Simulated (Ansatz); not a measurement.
# GdRuAsO: the cost of one run

Computed with Ansatz 0.2.0 (DFT PBE+U (U_eff = 6 eV on Gd 4f), scalar-relativistic, plane waves, PAW, unless a step's input says otherwise).

These runs use a low cutoff (300 eV) and a coarse mesh on purpose, to show what cheap settings give: their numbers aren't properties of the material.

## 1. The starting structure

Symmetry: P4/nmm, No. 129, tetragonal system. The conventional cell has a = 4.082 Å, b = 4.082 Å, c = 8.159 Å, α = 90.00°, β = 90.00°, γ = 90.00°. Gd (site symmetry 4mm) is surrounded by 4 O at 2.31 Å. As (site symmetry 4mm) is surrounded by 4 Ru at 2.43 Å. Ru (site symmetry -4m2) has 4 As at 2.43 Å as nearest neighbours. O (site symmetry -4m2) has 4 Gd at 2.31 Å as nearest neighbours.

Coordinates:

```
CELL_PARAMETERS angstrom
4.08178 0.00000 0.00000
0.00000 4.08178 0.00000
0.00000 0.00000 8.15932
ATOMIC_POSITIONS crystal
Gd 0.50000 0.00000 0.13334
Gd 0.00000 0.50000 0.86666
As 0.50000 0.00000 0.66135
As 0.00000 0.50000 0.33865
Ru 0.00000 0.00000 0.50000
Ru 0.50000 0.50000 0.50000
O 0.00000 0.00000 0.00000
O 0.50000 0.50000 0.00000
```

The moments start at Gd 7.56, -7.56 μB.

## 2. A single point with the electronic structure

input.yaml

```yaml
crystal:
  lattice:
    - [4.0817771033, 0.0, 0.0]
    - [0.0, 4.0817771033, 0.0]
    - [0.0, 0.0, 8.1593157513]
  atoms:
    - { symbol: Gd, position: [0.5, 0.0, 0.1333373889], spin: 7.56 }
    - { symbol: Gd, position: [0.0, 0.5, 0.8666626119], spin: -7.56 }
    - { symbol: As, position: [0.5, 0.0, 0.6613474958] }
    - { symbol: As, position: [0.0, 0.5, 0.3386525043] }
    - { symbol: Ru, position: [0.0, 0.0, 0.4999999997] }
    - { symbol: Ru, position: [0.5, 0.5, 0.4999999997] }
    - { symbol: O, position: [0.0, 0.0, -1.0e-10] }
    - { symbol: O, position: [0.5, 0.5, -1.0e-10] }
basis:
  ecutwfc: 300
  ecutrho_ratio: 4
kpoints:
  mp_grid: { grid: [4, 4, 2] }
  band_path:
    path:
      - [[0.0, 0.0, 0.0], [0.0, 0.5, 0.0], [0.5, 0.5, 0.0], [0.0, 0.0, 0.0], [0.0, 0.0, 0.5], [0.0, 0.5, 0.5], [0.5, 0.5, 0.5], [0.0, 0.0, 0.5]]
      - [[0.0, 0.5, 0.0], [0.0, 0.5, 0.5]]
      - [[0.5, 0.5, 0.0], [0.5, 0.5, 0.5]]
    npoints: 14
hamiltonian:
  xc: pbe
  hubbard: { sites: [{ species: Gd, l: f, u_eff: 6.0 }] }
scf:
  occupations: { method: gaussian, width: 0.05 }
  lower_state_search: "off"
  n_extra_bands: 42
output:
  forces: true
  stress: true
  eigenvalues: true
  populations: true
  hubbard: { sites: [{ species: Gd, l: f }] }
  dos: { projected: true, de: 0.02, nscf_kmesh: { grid: [6, 6, 3] } }
  bader: true
magnetization:
  spin_polarized: true
checkpoint:
  read: start.run
  write: ck
  compress: false
  write_wavefunctions: false
  write_every: 100000
```

The run starts from a saved state of the same cell, the folder start.run.

Launch:

```sh
$ ansatz run input.yaml --threads 4 --pin off --max-ram 10240MiB --backend cpu --events-out ev --progress --plain --runs-dir out
```

**Question.** How long does this run take on 4 threads of Arm Neoverse N1, shared host, and how much memory does it need?

About 2.2 min, with a peak of 1.6 GiB.
